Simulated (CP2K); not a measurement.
Set up this calculation in CP2K 2026.2, as the native input.

```
Task                                   : band structure
Functional                             : PBE
Potentials or basis                    : GTH_POTENTIALS Pt GTH-PBE-q18, Se GTH-PBE-q6; TZVP-MOLOPT-SR-GTH basis
Density cutoff                         : 7483 eV
k mesh                                 : 8 × 8 × 8
Occupations                            : fermi-dirac, width 0.05 eV
Spin                                   : no spin polarisation
SCF solver                             : diagonalisation with k points
Quickstep method                       : GPW
EPS_DEFAULT                            : 1.0E-10
EPS_SCF                                : 1.0E-6
MAX_SCF                                : 100
SCF_GUESS                              : ATOMIC
k points reduced by the point group    : yes
Mesh centred on Gamma                  : yes
CHOLESKY                               : OFF
EPS_EIGVAL                             : 1.0E-7
MIXING METHOD                          : BROYDEN_MIXING
MIXING ALPHA                           : 0.4
NBUFFER                                : 8
NGRIDS                                 : 4
Basis sets                             : Pt TZVP-MOLOPT-SR-GTH-q18, Se TZVP-MOLOPT-SR-GTH-q6
Potentials                             : Pt GTH-PBE-q18 of GTH_POTENTIALS, Se GTH-PBE-q6 of GTH_POTENTIALS
ADDED_MOS                              : [13]
Points a segment of the path (NPOINTS) : 10
Bands added on the path                : 2
REL_CUTOFF (Ry)                        : 60 Ry
MIXING BETA (1/bohr)                   : 1.5 1/bohr
CUTOFF of the grids                    : 550 Ry
```

Crystal: PtSe.

```xyz
2
Lattice="3.9576 0.0000 0.0000 1.9788 3.4273 0.0000 1.9788 1.1424 3.2313" Properties=species:S:1:pos:R:3 pbc="T T T"
Pt    3.9576    2.2849    1.6157
Se    0.0000    0.0000    0.0000
```

The cell comes from a database or a generator and needn't be the stable form of this composition.

These files were run (other wordings do the same):

ptse_bands.inp

```
&GLOBAL
  PROJECT ptse_bands
  RUN_TYPE ENERGY_FORCE
  PRINT_LEVEL LOW
&END GLOBAL
&FORCE_EVAL
  METHOD QS
  STRESS_TENSOR ANALYTICAL
  &DFT
    BASIS_SET_FILE_NAME BASIS_MOLOPT_UCL
    POTENTIAL_FILE_NAME GTH_POTENTIALS
    &MGRID
      CUTOFF 550
      REL_CUTOFF 60
      NGRIDS 4
    &END MGRID
    &QS
      METHOD GPW
      EPS_DEFAULT 1.0E-10
    &END QS
    &KPOINTS
      SCHEME MONKHORST-PACK 8 8 8
      GAMMA_CENTERED T
      SYMMETRY T
      SYMMETRY_BACKEND SPGLIB
    &END KPOINTS
    &SCF
      SCF_GUESS ATOMIC
      EPS_SCF 1.0E-6
      MAX_SCF 100
      ADDED_MOS 13
      CHOLESKY OFF
      EPS_EIGVAL 1.0E-7
      &DIAGONALIZATION ON
        ALGORITHM STANDARD
      &END DIAGONALIZATION
      &MIXING ON
        METHOD BROYDEN_MIXING
        ALPHA 0.4
        BETA 1.5
        NBUFFER 8
      &END MIXING
      &SMEAR ON
        METHOD FERMI_DIRAC
        ELECTRONIC_TEMPERATURE [K] 580.226
      &END SMEAR
    &END SCF
    &XC
      &XC_FUNCTIONAL PBE
      &END XC_FUNCTIONAL
    &END XC
    &PRINT
      &KPOINTS ON
      &END KPOINTS
      &MULLIKEN ON
      &END MULLIKEN
      &MO ON
        ENERGIES T
        OCCUPATION_NUMBERS T
        &EACH
          QS_SCF 0
        &END EACH
        ADD_LAST NUMERIC
      &END MO
      &BAND_STRUCTURE
        FILE_NAME bands.bs
        ADDED_MOS 2
        &KPOINT_SET
          UNITS B_VECTOR
          NPOINTS 10
          SPECIAL_POINT GAMMA 0.00000000 0.00000000 0.00000000
          SPECIAL_POINT X 0.50000000 0.00000000 0.50000000
          SPECIAL_POINT W 0.50000000 0.25000000 0.75000000
          SPECIAL_POINT K 0.37500000 0.37500000 0.75000000
          SPECIAL_POINT GAMMA 0.00000000 0.00000000 0.00000000
          SPECIAL_POINT L 0.50000000 0.50000000 0.50000000
          SPECIAL_POINT U 0.62500000 0.25000000 0.62500000
          SPECIAL_POINT W 0.50000000 0.25000000 0.75000000
          SPECIAL_POINT L 0.50000000 0.50000000 0.50000000
          SPECIAL_POINT K 0.37500000 0.37500000 0.75000000
        &END KPOINT_SET
        &KPOINT_SET
          UNITS B_VECTOR
          NPOINTS 10
          SPECIAL_POINT U 0.62500000 0.25000000 0.62500000
          SPECIAL_POINT X 0.50000000 0.00000000 0.50000000
        &END KPOINT_SET
      &END BAND_STRUCTURE
    &END PRINT
  &END DFT
  &SUBSYS
    &CELL
      A 3.9575509731 0.0000000000 0.0000000000
      B 1.9787754866 3.4273396795 0.0000000000
      C 1.9787754866 1.1424465598 3.2313268384
      PERIODIC XYZ
    &END CELL
    &COORD
      Pt  3.9575509732 2.2848931196 1.6156634192
      Se  0.0000000000 0.0000000000 0.0000000000
    &END COORD
    &KIND Pt
      BASIS_SET TZVP-MOLOPT-SR-GTH-q18
      POTENTIAL GTH-PBE-q18
    &END KIND
    &KIND Se
      BASIS_SET TZVP-MOLOPT-SR-GTH-q6
      POTENTIAL GTH-PBE-q6
    &END KIND
    &PRINT
      &ATOMIC_COORDINATES ON
      &END ATOMIC_COORDINATES
      &CELL ON
      &END CELL
      &SYMMETRY ON
      &END SYMMETRY
    &END PRINT
  &END SUBSYS
  &PRINT
    &FORCES ON
    &END FORCES
    &STRESS_TENSOR ON
    &END STRESS_TENSOR
  &END PRINT
&END FORCE_EVAL
```

Potentials or basis: GTH_POTENTIALS Pt GTH-PBE-q18, Se GTH-PBE-q6; TZVP-MOLOPT-SR-GTH basis.

Command:

```bash
$ OMP_NUM_THREADS=1 cp2k.psmp -i ptse_bands.inp -o ptse_bands.out
```

It gave:

| Quantity | Value |
| --- | --- |
| Pressure | -14.2 GPa |
| Band gap on the k mesh | none (metal or under the smearing width) |
| Mulliken charges | Pt -0.11; Se +0.11 e |

Caveat: Mulliken charges move with the basis; spin-orbit coupling is left out, which moves the levels of the heavy elements; the basis of atomic orbitals isn't converged, which shifts pressures, moduli and gaps.

Run time: 26 s on 1 thread of Arm Neoverse V1, with other jobs on the host, peak memory 0.32 GiB.
